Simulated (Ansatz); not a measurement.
# TiSn3O8: the cost of one run

Code: Ansatz 0.2.0. Linear response, PAW datasets, plane waves. No spin polarisation. The prototype was imposed, so other structures may be more stable.

## 1. The structure to begin with

The cell was relaxed beforehand with r2SCAN.

The symmetry is Cmmm (No. 65, orthorhombic); conventional cell a = 6.664 Å, b = 6.677 Å, c = 6.296 Å, 11.67 Å³ an atom. Near Ti stand 6 O at 1.98 Å; near Sn stand 6 O at 2.05–2.07 Å; near O stand 1 Ti at 1.98 Å and 2 Sn at 2.05 Å; near O stand 1 Ti at 1.98 Å and 2 Sn at 2.07–2.08 Å; near Sn stand 6 O at 2.04–2.08 Å.

The structure in full:

```xyz
12
Lattice="3.3319 -3.3385 0.0000 3.3319 3.3385 0.0000 0.0000 0.0000 6.2959" Properties=species:S:1:pos:R:3 pbc="T T T"
Ti    3.3319    0.0000    0.0000
Sn    0.0000    0.0000    4.7486
O     1.3523    0.0000    0.0000
O     5.3115    0.0000    0.0000
O     3.3319   -1.2738    4.7865
O     3.3319    1.2738    4.7865
Sn    3.3319    0.0000    3.1480
Sn    0.0000    0.0000    1.5473
O     1.2947    0.0000    3.1480
O     5.3691    0.0000    3.1480
O     3.3319   -1.2738    1.5094
O     3.3319    1.2738    1.5094
```

## 2. Dielectric tensor and Born charges, r2SCAN

The input, input.yaml:

```yaml
crystal:
  lattice:
    - [3.3319203011, -3.3385300218, 0.0]
    - [3.3319203011, 3.3385300218, 0.0]
    - [0.0, 0.0, 6.2959121907]
  atoms:
    - { symbol: Ti, position: [0.5, 0.5, 0.0] }
    - { symbol: Sn, position: [0.0, 0.0, 0.7542401805] }
    - { symbol: O, position: [0.2029328123, 0.2029328123, 0.0] }
    - { symbol: O, position: [0.7970671877, 0.7970671877, 0.0] }
    - { symbol: O, position: [0.6907774905, 0.3092225095, 0.7602620433] }
    - { symbol: O, position: [0.3092225095, 0.6907774905, 0.7602620433] }
    - { symbol: Sn, position: [0.5, 0.5, 0.5] }
    - { symbol: Sn, position: [0.0, 0.0, 0.2457598195] }
    - { symbol: O, position: [0.1942931185, 0.1942931185, 0.5] }
    - { symbol: O, position: [0.8057068815, 0.8057068815, 0.5] }
    - { symbol: O, position: [0.6907774905, 0.3092225095, 0.2397379567] }
    - { symbol: O, position: [0.3092225095, 0.6907774905, 0.2397379567] }
kpoints:
  mp_grid: { grid: [4, 4, 4] }
hamiltonian:
  xc: r2scan
scf:
  occupations: { method: fixed }
dielectric: {}
```

What time and memory should one allow on 1 × NVIDIA H100 80GB HBM3 with 2 threads of AMD EPYC 7R13 (Zen 3), shared host?

About 67 s, with a peak of 3.4 GiB on the host.
